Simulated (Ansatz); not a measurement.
# As: the cost of one run

Method: DFT, scalar-relativistic, functionals as named in each step, in Ansatz 0.2.0.

1 further run of the same task is left out (set aside as unsound or not needed).

## Step 1: The system as given

Symmetry: R-3m, No. 166, trigonal system. The conventional cell has a = 3.755 Å, b = 3.755 Å, c = 11.113 Å, α = 90.00°, β = 90.00°, γ = 120.00°. Around As (site symmetry 3m) lie 3 As at 2.52 Å.

Coordinates:

```
As
1.0
     1.87741    1.08392    3.70434
    -1.87741    1.08392    3.70434
     0.00000   -2.16785    3.70434
As
2
Direct
  0.22443 0.22443 0.22443
  0.77557 0.77557 0.77557
```

Atoms are numbered in the order of the input: As1, As2.

## Step 2: LDA, LAPW

Input file input.yaml:

```yaml
crystal:
  lattice:
    - [1.8774110887, 1.0839237974, 3.7043351684]
    - [-1.8774110887, 1.0839237974, 3.7043351684]
    - [0.0, -2.1678475948, 3.7043351684]
  atoms:
    - { symbol: As, position: [0.22443359, 0.22443359, 0.22443359] }
    - { symbol: As, position: [0.77556641, 0.77556641, 0.77556641] }
kpoints:
  mp_grid: { grid: [12, 12, 12] }
  band_path:
    path:
      - [0.0, 0.0, 0.0]
      - [0.5, 0.5, 0.5]
      - [0.776253106, 0.223746894, 0.5]
      - [0.5, -0.223746894, 0.223746894]
      - [0.5, 0.0, 0.0]
      - [0.0, 0.0, 0.0]
      - [0.361873447, -0.361873447, 0.0]
      - [0.638126553, 0.0, 0.361873447]
      - [0.5, 0.0, 0.5]
    npoints: 5
scf:
  occupations: { method: fermi_dirac, width: 0.05 }
hamiltonian:
  xc: lda
  pseudopotentials: { kind: all_electron, lapw: { basis_error: 0.0005 } }
output:
  forces: true
  stress: true
  eigenvalues: true
```

Command:

```sh
> ansatz run input.yaml --threads 1 --pin off --max-ram 2048MiB --backend cpu --events-out ev --progress --plain --runs-dir out
```

**Question.** How long does this run take on 1 thread of Arm Neoverse V2, shared host?

About 54 s.
